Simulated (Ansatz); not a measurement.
# CHClFGeNO: how energies converge with the basis set

Aim: see how fast density functionals converge with the basis set for CHClFGeNO.

The runs use Ansatz 0.2.0, Gaussian basis; one geometry, several basis sets.

Levels to be run: PBE0-D4/def2-SVP; ωB97M-V/def2-SVP; PBE0-D4/def2-QZVPP; ωB97M-V/def2-QZVPP; the functionals' def2-TZVPP values are taken from earlier runs.

## 1. Structure used throughout

An earlier PBE0-D4 in a triple-zeta def2 set relaxation fixed the geometry.

SMILES `O=C=[N][GeH]([F])[Cl]`, 7 atoms, charge 0, spin multiplicity 1.

Atoms are counted from 1 here; the program's logs count them from 0.

Bond lengths: O1–C2 1.159 Å, C2–N3 1.206 Å, N3–Ge4 1.804 Å, Ge4–F5 1.720 Å, Ge4–Cl6 2.123 Å, Ge4–H7 1.518 Å. Angles: O1–C2–N3 175.9°, C2–N3–Ge4 137.5°, N3–Ge4–F5 106.8°, N3–Ge4–Cl6 110.2°, N3–Ge4–H7 110.9°, F5–Ge4–Cl6 106.6°, F5–Ge4–H7 109.4°, Cl6–Ge4–H7 112.7°.

## 2. PBE0-D4 in def2-SVP

Contents of in.yaml:

```yaml
crystal:
  periodic: [false, false, false]
  atoms:
    - {symbol: O, position_ang: [1.675778, -1.506396, 1.867094]}
    - {symbol: C, position_ang: [1.076676, -1.163708, 0.936139]}
    - {symbol: N, position_ang: [0.474431, -0.882782, -0.070721]}
    - {symbol: Ge, position_ang: [-0.556332, 0.470077, -0.670905]}
    - {symbol: F, position_ang: [0.511301, 1.720902, -1.176347]}
    - {symbol: Cl, position_ang: [-1.715872, 1.269328, 0.917683]}
    - {symbol: H, position_ang: [-1.404882, 0.024579, -1.848643]}
basis:
  gaussian: {orbitals: def2-SVP}
hamiltonian: {xc: pbe0, dispersion: d4}
output: {orbitals: {seedname: orbitals}}
```

The runs that follow: ωB97M-V in def2-SVP; PBE0-D4 in def2-QZVPP; ωB97M-V in def2-QZVPP.

**Question.** What will the summary of the whole plan be? Wanted: PBE0-D4: double and triple zeta above quadruple; ωB97M-V: double and triple zeta above quadruple.

**Answer**, as computed:

```
                                       quantity           value
PBE0-D4: double and triple zeta above quadruple  22.24, 1.99 eV
ωB97M-V: double and triple zeta above quadruple  22.28, 1.90 eV
```

What this shows: PBE0-D4 gains 20.25 eV from double to triple zeta, then 1.99 eV more. Total energies overstate the basis error of differences, where much of it tends to cancel. The LUMO of ωB97M-V is positive and keeps falling with the basis (1.48 to 0.93 eV): an unbound level that the basis holds in place.
